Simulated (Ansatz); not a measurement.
TlPt:

```
CELL_PARAMETERS angstrom
5.60500 0.00000 0.00000
-2.80250 4.85407 0.00000
0.00000 0.00000 4.63900
ATOMIC_POSITIONS crystal
Tl 0.00000 0.50000 0.00000
Tl 0.50000 0.50000 0.00000
Tl 0.50000 0.00000 0.00000
Pt 0.66667 0.33333 0.50000
Pt 0.33333 0.66667 0.50000
Pt 0.00000 0.00000 0.00000
```

- Program: Ansatz 0.2.0
- Task: relaxation of cell and atoms
- Functional: PBE
- Potentials or basis: Ansatz PAW
- Cutoff: 420 eV (not typed: the program's choice for these potentials)
- k mesh: 6 × 6 × 6
- Occupations: fermi-dirac, width 0.05 eV
- Spin: no spin polarisation

At the start: volume 21.04 Å³/atom.

Question: How do energy, volume and symmetry change on relaxing?

Answer: It ends after 15 steps and the volume is 25.33 Å³/atom (+20.4 %); space group P6/mmm (No. 191, to 0.05 Å).

Step by step:
```csv
step,energy change (eV),largest force (eV/Å),volume (Å³)
1,0.0000,0.0000,126.21
2,-0.8020,0.0000,139.92
3,-1.0364,0.0000,142.44
4,-1.2598,0.0000,143.66
5,-1.3221,0.0000,144.33
6,-1.3212,0.0000,146.80
7,-1.3243,0.0000,145.57
8,-1.3729,0.0000,145.57
9,-1.3902,0.0000,147.26
10,-1.4055,0.0000,149.35
11,-1.4080,0.0000,152.97
12,-1.4204,0.0000,151.24
13,-1.4219,0.0000,152.19
14,-1.4224,0.0000,151.97
15,-1.4244,0.0000,151.97
```

Final structure:
```
CELL_PARAMETERS angstrom
6.74812 0.00000 0.00000
-3.37406 5.84404 0.00000
0.00000 0.00000 3.85368
ATOMIC_POSITIONS crystal
Tl 0.00000 0.50000 0.00000
Tl 0.50000 0.50000 0.00000
Tl 0.50000 0.00000 0.00000
Pt 0.66667 0.33333 0.50000
Pt 0.33333 0.66667 0.50000
Pt 0.00000 0.00000 0.00000
```

Caveat: the volume moved by over 15 % at a fixed basis, so the end points are rough; the plane-wave basis is chosen anew once the cell has moved, so the energies of steps on either side of that aren't comparable.
